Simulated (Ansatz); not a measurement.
**CHF2NOSn: one species, many methods**

The task here is to estimate one member of a computed series from the others.

Computed with Ansatz 0.2.0, Gaussian basis. Level: functionals in def2-TZVPP, the program's frozen cores in correlated methods.

Levels to be run: LDA (SPW92), PBE-D4, revPBE-D4, BLYP-D4, r2SCAN-D4, B97M-V, PBE0-D4, B3LYP-D4, r2SCANh-D4, r2SCAN0-D4, HSE06-D4, BHLYP-D4, CAM-B3LYP-D4, LC-ωPBE, ωB97X-V, ωB97M-V, B2PLYP, PBE-QIDH; CCSD(T)/def2-SVP; CCSD(T)/def2-TZVPP; MP2/def2-QZVPP; extrapolation to the limit; RPA on PBE.

### The geometry

An earlier PBE0-D4 in a triple-zeta def2 set relaxation fixed the geometry. Sn takes the def2 core potential; no spin-orbit term is included.

SMILES `O=C=[N][SnH]([F])[F]`, 7 atoms, charge 0, spin multiplicity 1.

Atoms are counted from 1 here; the program's logs count them from 0.

Bond lengths: O1–C2 1.160 Å, C2–N3 1.208 Å, N3–Sn4 1.982 Å, Sn4–F5 1.898 Å, Sn4–F6 1.898 Å, Sn4–H7 1.680 Å. Angles: O1–C2–N3 175.8°, C2–N3–Sn4 135.8°, N3–Sn4–F5 106.8°, N3–Sn4–F6 106.8°, N3–Sn4–H7 114.4°, F5–Sn4–F6 104.0°, F5–Sn4–H7 112.1°, F6–Sn4–H7 112.1°.

Set-up of the first run:

File in.yaml:

```yaml
crystal:
  periodic: [false, false, false]
  atoms:
    - {symbol: O, position_ang: [-0.653741, -2.938360, -0.077944]}
    - {symbol: C, position_ang: [-0.075707, -1.932297, -0.071134]}
    - {symbol: N, position_ang: [0.601214, -0.932093, -0.069530]}
    - {symbol: Sn, position_ang: [0.256665, 1.017295, 0.017950]}
    - {symbol: F, position_ang: [-0.927024, 1.428750, -1.407450]}
    - {symbol: F, position_ang: [-0.781617, 1.320498, 1.577517]}
    - {symbol: H, position_ang: [1.641409, 1.968205, -0.015109]}
basis:
  gaussian: {orbitals: def2-TZVPP}
hamiltonian: {xc: lda}
output: {orbitals: {seedname: orbitals}}
```

Started as:

```bash
$ ansatz run in.yaml --threads 2 --pin off --events-out ev --progress --plain --max-ram 31744MiB --backend cpu
```

Steps of the session up to this table: LDA; PBE-D4 (GGA); revPBE-D4 (GGA); BLYP-D4 (GGA); r2SCAN-D4 (meta-GGA); B97M-V (meta-GGA); PBE0-D4 (hybrid); B3LYP-D4 (hybrid); r2SCANh-D4 (hybrid); r2SCAN0-D4 (hybrid); HSE06-D4 (hybrid); BHLYP-D4 (hybrid); CAM-B3LYP-D4 (range-separated); LC-ωPBE (range-separated); ωB97X-V (range-separated); ωB97M-V (range-separated); B2PLYP (double hybrid); PBE-QIDH (double hybrid).

One of the session's tables, all rows but one given; the rest of the session is left out.

It belongs to the step «Orbital energies across the functionals». 

| functional | HOMO (eV) | LUMO (eV) | gap (eV) |
| --- | --- | --- | --- |
| LDA (SPW92) | -8.04 | -3.25 | 4.80 |
| PBE-D4 | -7.79 | -2.92 | 4.87 |
| revPBE-D4 | -7.70 | -2.80 | 4.90 |
| BLYP-D4 | -7.66 | -2.91 | 4.74 |
| r2SCAN-D4 | -8.12 | -2.65 | 5.47 |
| B97M-V | -8.13 | -2.69 | 5.44 |
| PBE0-D4 | -9.25 | -1.93 | 7.31 |
| B3LYP-D4 | -8.99 | -2.30 | 6.69 |
| r2SCANh-D4 | -8.67 | -2.30 | 6.37 |
| r2SCAN0-D4 | -9.49 | -1.77 | 7.72 |
| HSE06-D4 | -8.84 | -2.31 | 6.53 |
| BHLYP-D4 | -10.61 | -0.96 | 9.64 |
| CAM-B3LYP-D4 | -10.64 | -0.93 | 9.71 |
| LC-ωPBE | -11.98 | 0.44 | 12.42 |
| ωB97X-V | -11.61 | 0.30 | 11.91 |
| ωB97M-V | ? | ? | ? |

Q: Estimate the row for ωB97M-V from the others.

As computed: HOMO (eV): -11.51; LUMO (eV): 0.13; gap (eV): 11.65. In the column «HOMO (eV)» it lies between ωB97X-V (-11.61) and CAM-B3LYP-D4 (-10.64).
